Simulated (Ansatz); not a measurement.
# RPA@PBE/cc-pVDZ run of C2H4O2Si (SMILES C=C1O[SiH2]O1)

What is the electronic atomisation energy of C2H4O2Si at RPA@PBE/cc-pVDZ? 

The calculation is run with Ansatz 0.2.0.

56 further runs of the same task are left out: 56 set aside as unsound or not needed. Runs told in other sessions of the task aren't counted.

**1. The molecule**

C2H4O2Si: 9 atoms, total charge 0, spin state singlet. As SMILES, `C=C1O[SiH2]O1`. The shape is that of a PBE0-D4/def2-TZVP optimisation.

Bond lengths: C1–C2 1.319 Å, C2–O3 1.381 Å, O3–Si4 1.676 Å, C2–O5 1.381 Å, Si4–O5 1.676 Å, C1–H6 1.079 Å, C1–H7 1.079 Å, Si4–H8 1.478 Å, Si4–H9 1.478 Å. Some angles: C1–C2–O3 128.1°, C1–C2–O5 128.1°, O3–C2–O5 103.9°, C2–O3–Si4 87.6°, O3–Si4–O5 80.9°, C2–O5–Si4 87.6°, C2–C1–H6 119.7°, C2–C1–H7 119.7°, O3–Si4–H8 115.3°, O3–Si4–H9 115.3°.

**2. A single-point energy at RPA@PBE/cc-pVDZ**

molecule.yaml

```yaml
crystal:
  periodic: [false, false, false]
  atoms:
    - {symbol: C, position_ang: [0.527300, 1.358500, -1.129600]}
    - {symbol: C, position_ang: [0.157300, 0.383100, -0.322900]}
    - {symbol: O, position_ang: [-0.585200, 0.473600, 0.838200]}
    - {symbol: Si, position_ang: [-0.440000, -1.190500, 0.978300]}
    - {symbol: O, position_ang: [0.421700, -0.967300, -0.442100]}
    - {symbol: H, position_ang: [0.243100, 2.374800, -0.904500]}
    - {symbol: H, position_ang: [1.111300, 1.132600, -2.008400]}
    - {symbol: H, position_ang: [-1.701100, -1.949600, 0.840800]}
    - {symbol: H, position_ang: [0.354100, -1.661500, 2.132900]}
basis:
  gaussian: {orbitals: cc-pVDZ}
hamiltonian: {xc: pbe}
correlation: {method: rpa, frozen_orbitals: {C: 1, H: 0, O: 1, Si: 5}}
accuracy: high
```

Started as:

```bash
$ ansatz run molecule.yaml --threads 1 --pin off --max-ram 3480MiB --events-out events.jsonl --progress --plain --runs-dir runs
```

Log:

```text
Warning: RAYON_NUM_THREADS=1 ignored (pool sized by the plan → 1); use --threads N
Functional definition: PBE
  name "PBE"
  parameter kappa = 0.804
  parameter beta = 0.06672455060314922
  exchange = pbe_x(kappa = kappa, mu = beta*pi^2/3)
  correlation = pbe_c(beta = beta)
2196 factors; integrals over basis functions are off by at most 3.5e-9 eV
mean field evaluation 1: about -14090.8689 eV, gradient 6.5e1 eV
mean field evaluation 2: about -14090.8615 eV, gradient 6.5e1 eV
mean field evaluation 4: about -14097.4626 eV, gradient 2.9e1 eV
mean field evaluation 8: about -14099.8698 eV, gradient 7.0e-1 eV
mean field evaluation 16: about -14099.8699 eV, gradient 1.5e-4 eV
mean field -14099.86994841 eV, -518.1606633691 hartree, gradient 3.7e-8 eV, S^2 0.000000; 0 other end points of the search recorded, 0 dependent functions left out
9 core orbitals not correlated: weight in the atoms' cores, before any rotation towards them, 1.000 or more for the frozen orbitals, at most 0.000 for the correlated occupied ones
reference -14059.97781231 eV, -516.6946544070 hartree; 14, 14 occupied and 71, 71 virtual orbitals, 2196 factors
Total energy: -14090.39265865 eV, -517.8123793942 hartree
```

Wall time 15 s (1 thread of Arm Neoverse V1, shared host); peak memory 0.39 GiB.

**3. The C atom, same level**

input.yaml

```yaml
crystal:
  periodic: [false, false, false]
  atoms:
    - {symbol: C, position_ang: [0.000000, 0.000000, 0.000000]}
basis:
  gaussian: {orbitals: cc-pVDZ}
magnetization: {spin_polarized: true, initial_magnetization: 2}
hamiltonian: {xc: pbe}
correlation: {method: rpa, frozen_orbitals: {C: 1}}
accuracy: high
```

Run the same way, it converges to -37.81749 Eh (log not shown).

**4. The H atom at the same level**

molecule.yaml

```yaml
crystal:
  periodic: [false, false, false]
  atoms:
    - {symbol: H, position_ang: [0.000000, 0.000000, 0.000000]}
basis:
  gaussian:
    orbitals: cc-pVDZ
magnetization:
  spin_polarized: true
  initial_magnetization: 1
hamiltonian:
  xc: {name: PBE}
correlation:
  method: rpa
  frozen_orbitals: {H: 0}
accuracy: high
```

Started as:

```bash
$ ansatz run molecule.yaml --threads 1 --pin off --max-ram 3480MiB --events-out events.jsonl --progress --plain --runs-dir runs
```

Log, shortened:

```text
Warning: RAYON_NUM_THREADS=1 ignored (pool sized by the plan → 1); use --threads N
[... 6 set-up lines as earlier in the session ...]
15 factors; integrals over basis functions are off by at most 4.6e-8 eV
mean field evaluation 1: about -13.5665 eV, gradient 4.0e-1 eV
mean field evaluation 2: about -13.5663 eV, gradient 4.0e-1 eV
mean field evaluation 4: about -13.5684 eV, gradient 5.5e-6 eV
mean field evaluation 8: about -13.5684 eV, gradient 1.6e-10 eV
mean field -13.56836056 eV, -0.4986280535 hartree, gradient 1.2e-10 eV, S^2 0.750000; 0 other end points of the search recorded, 0 dependent functions left out
reference -13.58562637 eV, -0.4992625605 hartree; 1, 0 occupied and 4, 5 virtual orbitals, 15 factors
Total energy: -13.95294223 eV, -0.5127611692 hartree
```

Wall time 0.12 s (1 thread of Arm Neoverse V1, shared host).

**5. The O atom at the same level**

molecule.yaml

```yaml
crystal:
  periodic: [false, false, false]
  atoms:
    - {symbol: O, position_ang: [0.000000, 0.000000, 0.000000]}
basis:
  gaussian: {orbitals: cc-pVDZ}
magnetization: {spin_polarized: true, initial_magnetization: 2}
hamiltonian: {xc: {name: PBE}}
correlation: {method: rpa, frozen_orbitals: {O: 1}}
accuracy: high
```

Run the same way, it converges to -74.98270 Eh (log not shown).

**6. The Si atom at the same level**

in.yaml

```yaml
crystal:
  periodic: [false, false, false]
  atoms:
    - {symbol: Si, position_ang: [0.000000, 0.000000, 0.000000]}
basis:
  gaussian:
    orbitals: cc-pVDZ
total_charge: 0
magnetization:
  spin_polarized: true
  initial_magnetization: 2
hamiltonian:
  xc: pbe
correlation:
  method: rpa
  frozen_orbitals: {Si: 5}
accuracy: high
```

Run the same way, it converges to -288.95876 Eh (log not shown).

**7. Summary of results**

At RPA@PBE/cc-pVDZ, 9 core orbitals frozen:

```
                                  quantity          value
                    molecule: total energy  -517.81238 Eh
molecule: RPA correlation energy (valence)    -1117.7 mEh
                      C atom: total energy   -37.81749 Eh
  C atom: RPA correlation energy (valence)     -133.1 mEh
 C atom: ⟨S²⟩ of the reference determinant          2.002
                      H atom: total energy    -0.51276 Eh
            H atom: RPA correlation energy      -13.5 mEh
 H atom: ⟨S²⟩ of the reference determinant          0.750
                      O atom: total energy   -74.98270 Eh
  O atom: RPA correlation energy (valence)     -192.3 mEh
 O atom: ⟨S²⟩ of the reference determinant          2.002
                     Si atom: total energy  -288.95876 Eh
 Si atom: RPA correlation energy (valence)     -112.9 mEh
Si atom: ⟨S²⟩ of the reference determinant          2.003
             electronic atomisation energy      32.713 eV
```

Taking the molecule apart into free atoms costs 32.71 eV (3156 kJ/mol), before zero-point energy and without spin-orbit coupling.
